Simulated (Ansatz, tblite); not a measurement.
## A script for Si3Ge (GFN2-xTB)

These are simulated results from tblite 0.8.0, not measurements. The cell was built from a prototype and was relaxed with r2SCAN in plane waves (Ansatz 0.2.0). Not every such cell is a known phase. All runs are without spin polarisation.

Space group P-4m2 (No. 115), tetragonal; a = 3.888 Å, c = 5.484 Å in the conventional setting, 20.72 Å³ an atom. Si has 2 Si at 2.36 Å and 2 Ge at 2.39 Å; Si has 4 Si at 2.36 Å; Ge has 4 Si at 2.39 Å.

tblite solves periodic systems at the zone centre alone, so the script builds a cluster of 3×3×2 conventional cells (72 atoms), which folds in a coarse mesh of k points.

The script, run.py:

```python
import json
from ase import Atoms
from ase.build import make_supercell
from ase.units import Bohr, GPa, Hartree
from tblite.interface import Calculator

atoms = Atoms(['Si', 'Si', 'Si', 'Ge'],
              cell=[[3.88809662, 0.0, 0.0], [0.0, 3.88809662, 0.0], [0.0, 0.0, 5.48367759]],
              scaled_positions=[[0.5, 0.0, 0.754877492], [0.5, 0.5, 0.0], [0.0, 0.5, 0.245122508], [0.0, 0.0, 0.5]],
              pbc=True)
cluster = make_supercell(atoms, [[3, 0, 0], [0, 3, 0], [0, 0, 2]])
calc = Calculator('GFN2-xTB', cluster.numbers, cluster.positions / Bohr, lattice=cluster.cell[:] / Bohr, periodic=cluster.pbc)
calc.set('temperature', 0.02 / Hartree)
calc.set('max-iter', 150)
res = calc.singlepoint()
levels = res.get('orbital-energies') * Hartree
nv = round(res.get('orbital-occupations').sum() / 2)
cells = len(cluster) // len(atoms)
out = {'energy_per_cell': res.get('energy') * Hartree / cells, 'homo': levels[nv - 1], 'lumo': levels[nv],
       'stress': (-res.get('virial') * Hartree / cluster.get_volume() / GPa).tolist(), 'charges': res.get('charges')[:len(atoms)].tolist(), 'electrons': 2 * nv / cells}
json.dump(out, open('results.json', 'w'))
for key, value in out.items():
    print(key, value)
```

Command: `python run.py`. It took 7.6 s on 1 thread of Arm Neoverse V1, with other jobs on the host, peak memory 0.15 GiB.

What it printed:

```
------------------------------------------------------------
  cycle        total energy    energy error   density error
------------------------------------------------------------
      1     -118.9194426221  -1.1963006E+02   3.5668533E-01
      2     -80.33982330484   3.8579619E+01   4.9589102E-01
      3     -120.3777519723  -4.0037929E+01   2.9486454E-01
      4     -127.0468503585  -6.6690984E+00   8.6050700E-02
      5     -127.6871442707  -6.4029391E-01   3.5941075E-02
      6     -127.6883971198  -1.2528490E-03   2.6492508E-02
      7     -127.6849681992   3.4289206E-03   1.3689813E-02
      8     -127.6884905180  -3.5223188E-03   7.7226038E-03
      9     -127.6913831841  -2.8926661E-03   3.2580040E-03
     10     -127.6917463974  -3.6321335E-04   1.2185302E-03
     11     -127.6917347968   1.1600627E-05   8.3014836E-04
     12     -127.6917603313  -2.5534525E-05   2.4308261E-04
     13     -127.6917587985   1.5328601E-06   2.5699451E-04
     14     -127.6917579750   8.2347290E-07   2.2478701E-04
     15     -127.6917596552  -1.6802188E-06   1.5578848E-04
     16     -127.6917611952  -1.5399420E-06   7.1444305E-05
     17     -127.6917615074  -3.1217903E-07   3.7656183E-05
     18     -127.6917615476  -4.0279417E-08   2.4613117E-05
     19     -127.6917615670  -1.9409697E-08   1.2352315E-05
------------------------------------------------------------

 total:                                   6.998 sec
energy_per_cell -193.03721200735
homo -7.282833024512605
lumo -5.810894824376894
stress [[-2.8117659104978885, -1.1103210490318474e-08, 2.3499220639396622e-08], [-1.1103210465182924e-08, -2.811786204997514, -2.7953123409438265e-08], [2.3499220861446276e-08, -2.795312388926583e-08, -3.342473505770964]]
charges [0.0476531654557097, 0.021584162592843806, 0.04764432168697648, -0.1168867443721063]
electrons 16.0
```

The cycle table is in hartree for the whole cluster, and the lines after it are in eV (the energy for one cell). The printed stress is in GPa and positive in compression, and the pressure is its mean diagonal.

GFN2-xTB gives a gap of 1.47 eV. On the same cell, plane-wave PBE (Ansatz, 6×6×6 k points and the special points) gives a gap of 0.38 eV and r2SCAN a gap of 0.57 eV; on shared hosts these took about 7.2 and 18 core-seconds on the 4-atom cell, against 7.6 for the script. Semilocal gaps usually lie below measured ones. xTB was fitted to molecules, so gaps, charges and pressures of solids can be far off, and the gap also depends on the size of the cluster.

The same script was run on cells scaled at fixed shape and fractional coordinates:

```tsv
volume (Å³/atom)	energy (meV/atom)	pressure (GPa, positive in compression)	gap (eV)
18.24	55.6	12.40	1.39
19.48	-1.7	3.00	1.44
20.72	0.0	-2.99	1.47
21.97	38.4	-6.66	1.49
23.21	98.3	-8.47	1.50
```

A Birch-Murnaghan fit puts the minimum at 20.03 Å³/atom, 3.4 % below the given cell, with a bulk modulus of 97.8 GPa at fixed shape.

xTB was fitted mostly to molecules, and a small cluster samples few k points, so gaps, pressures and kinks along a curve can be far from a solid's.

The runs are scalar-relativistic, without spin-orbit coupling.
